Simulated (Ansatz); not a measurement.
# BGeN (quintet): from Hartree-Fock to the top rungs, cc-pVDZ

One table from this session's results is given with a row withheld; the runs are named, their logs left out.

The runs use Ansatz 0.2.0, Gaussian basis; cc-pVDZ, core rule «outside noble gas», up to 16 orbitals frozen.

To be run: UHF; CCSD(T) on ROHF; CCSD(T) on UHF; BCCD(T) on ROHF; CISD as a restricted active space (open shells left free, so some higher excitations enter); CCSDT(Q) on ROHF; CCSDT(Q) on UHF.

29 further runs of the same task are left out: 8 for a known fault of the program, 9 that didn't finish, 12 set aside as unsound or not needed. Runs told in other sessions of the task aren't counted.

## The geometry

The geometry is a PBE0/def2-TZVP stationary point (not a proven minimum) of the parent state, kept for this charge and spin. No spin-orbit coupling is included. The filled d shell of Ge may be among the frozen orbitals whatever the setting's name suggests.

3 atoms, charge 0, spin multiplicity 5.

Atoms are counted from 1 here; the program's logs count them from 0.

Bond lengths: B1–N2 1.267 Å, N2–Ge3 1.800 Å. Angles: B1–N2–Ge3 180.0°.

Set-up of the first run:

in.yaml

```yaml
crystal:
  periodic: [false, false, false]
  atoms:
    - {symbol: B, position_ang: [0.000000, 0.000000, -1.444600]}
    - {symbol: N, position_ang: [0.000000, 0.000000, -0.177700]}
    - {symbol: Ge, position_ang: [0.000000, 0.000000, 1.622300]}
basis:
  gaussian: {orbitals: cc-pVDZ}
magnetization: {spin_polarized: true, initial_magnetization: 4}
hamiltonian: {xc: hf}
output: {orbitals: {seedname: orbitals}}
```

On the command line:

```console
$ ansatz run in.yaml --threads 1 --pin off --events-out ev --progress --plain --max-ram 2393MiB
```

Steps of the session up to this table: UHF; CCSD(T) on ROHF; CCSD(T) on UHF; BCCD(T) on ROHF; CISD as a restricted active space (open shells left free, so some higher excitations enter); CCSDT(Q) on ROHF; CCSDT(Q) on UHF.

One table of the session follows, with a row left open; its other results are not shown here.

It belongs to the step «Misses and costs». 

```
   method  from RCCSDT(Q) (kcal/mol)
     ROHF                    +177.50
      UHF                    +171.32
     RMP2                     +17.82
     UMP2                          ?
    RCCSD                      +8.92
    UCCSD                      +8.25
 RCCSD(T)                      +1.28
 UCCSD(T)                      +1.00
  BCCD(T)                      +1.34
   RCCSDT                      +0.68
   UCCSDT                      +0.18
RCCSDT(Q)                          0
UCCSDT(Q)                      -0.63
```

Q: Estimate the row for UMP2 from the others.

As computed: from RCCSDT(Q) (kcal/mol): +18.64. In the column «from RCCSDT(Q) (kcal/mol)» it lies between RMP2 (+17.82) and UHF (+171.32).

Not comparable, so not listed: CISD as a restricted active space (open shells left free, so some higher excitations enter) (they don't share determinant, frozen orbitals or solution with the rows shown, or repeat one).

To keep in mind: Restricted and unrestricted rows rest on different reference determinants; a gap between their highest levels can come from leftover correlation error, from unlike frozen cores or from another state.
